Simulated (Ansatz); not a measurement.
# SnH6F2 (built from SMILES F.F.[SnH4]): search for a transition state

Is there a first-order saddle for this ligand exchange through a proton shuttle, which should form Sn1–F7, H6–F9, H2–H8 and break Sn1–H2, H6–F7, H8–F9, and which two structures does it connect?

Computed with Ansatz 0.2.0, Gaussian basis. Level: PBE0-D4, def2-SVP first, then def2-TZVP.

41 further runs of the same task are left out: 41 set aside as unsound or not needed.

## (1) Starting geometry

The guess: 9 atoms, charge 0, spin multiplicity 1.

Atoms are counted from 1 here; the program's logs count them from 0.

Bond lengths: Sn1–H3 1.732 Å, Sn1–H4 1.691 Å, Sn1–H5 1.695 Å, Sn1–F7 2.330 Å. Angles: H3–Sn1–H4 118.6°, H3–Sn1–H5 106.8°, H3–Sn1–F7 140.5°, H4–Sn1–H5 114.1°, H4–Sn1–F7 92.4°, H5–Sn1–F7 78.2°.

Coordinates:

```mol
F2H6Sn
  3D, bonds by distance, orders not assigned

  9  4  0  0  0  0  0  0  0  0999 V2000
   -0.4079    0.1894   -1.2145 Sn  0  0
    0.2040   -1.3508    0.2978 H   0  0
    0.2459   -0.9518   -2.3414 H   0  0
   -2.0279    0.0356   -0.7529 H   0  0
    0.0073    1.7320   -1.7823 H   0  0
    0.5249    0.5946    1.6614 H   0  0
    0.1534    1.2894    0.7611 F   0  0
    0.4960   -1.0881    1.1953 H   0  0
    0.8043   -0.4502    2.1756 F   0  0
  1  3  8  0
  1  4  8  0
  1  5  8  0
  1  7  8  0
M  END
```

Distances that are to change: Sn1–F7 2.33 Å, H6–F9 1.20 Å, H2–H8 0.98 Å, Sn1–H2 2.24 Å, H6–F7 1.20 Å, H8–F9 1.21 Å.

## (2) Relaxing the guess with the reacting distances held

Input file hold/in.yaml:

```yaml
crystal:
  periodic: [false, false, false]
  atoms:
    - {symbol: Sn, position_ang: [-0.407900, 0.189400, -1.214500]}
    - {symbol: H, position_ang: [0.204000, -1.350800, 0.297800]}
    - {symbol: H, position_ang: [0.245900, -0.951800, -2.341400]}
    - {symbol: H, position_ang: [-2.027900, 0.035600, -0.752900]}
    - {symbol: H, position_ang: [0.007300, 1.732000, -1.782300]}
    - {symbol: H, position_ang: [0.524900, 0.594600, 1.661400]}
    - {symbol: F, position_ang: [0.153400, 1.289400, 0.761100]}
    - {symbol: H, position_ang: [0.496000, -1.088100, 1.195300]}
    - {symbol: F, position_ang: [0.804300, -0.450200, 2.175600]}
basis:
  gaussian: {orbitals: def2-SVP}
hamiltonian: {xc: pbe0, dispersion: d4}
relax: {f_tol: 0.08, max_steps: 120, escape_saddle: false, constraints: [{distance: [0, 6]}, {distance: [5, 8]}, {distance: [1, 7]}, {distance: [0, 1]}, {distance: [5, 6]}, {distance: [7, 8]}]}
```

No record of the launch command was kept for these runs.

Further steps of the session: Saddle search in the small basis; Saddle search in triple zeta; Checking the order of the point; Relaxing after a step of 0.30 Å one way along the mode; Relaxing after a step of 0.30 Å the other way along the mode.

**Question.** What will these runs give? Wanted: imaginary mode; barrier from the start side; barrier from the end side; energy of the step; pairs that change; zero-point energy at the saddle.

As calculated:

| quantity | value |
| --- | --- |
| imaginary mode | 916i cm⁻¹ |
| barrier from the start side | 23.2 kcal/mol |
| barrier from the end side | 30.6 kcal/mol |
| energy of the step | -7.4 kcal/mol |
| pairs that change | Sn1–F7 formed, H2–H8 formed, H6–F9 formed, Sn1–H2 broken, H6–F7 broken, H8–F9 broken |
| zero-point energy at the saddle | 1.289 eV |

**Reading.** The point has a single imaginary mode (916i cm⁻¹), as a transition state must. Going downhill both ways gives the intended start and end. At PBE0-D4/def2-TZVP the electronic barrier is 23.2 kcal/mol, about 39 kT at 298 K, and the step runs 7.4 kcal/mol downhill. A step off the saddle overshot and began above it in energy, so the link to its end is likely but not proven.
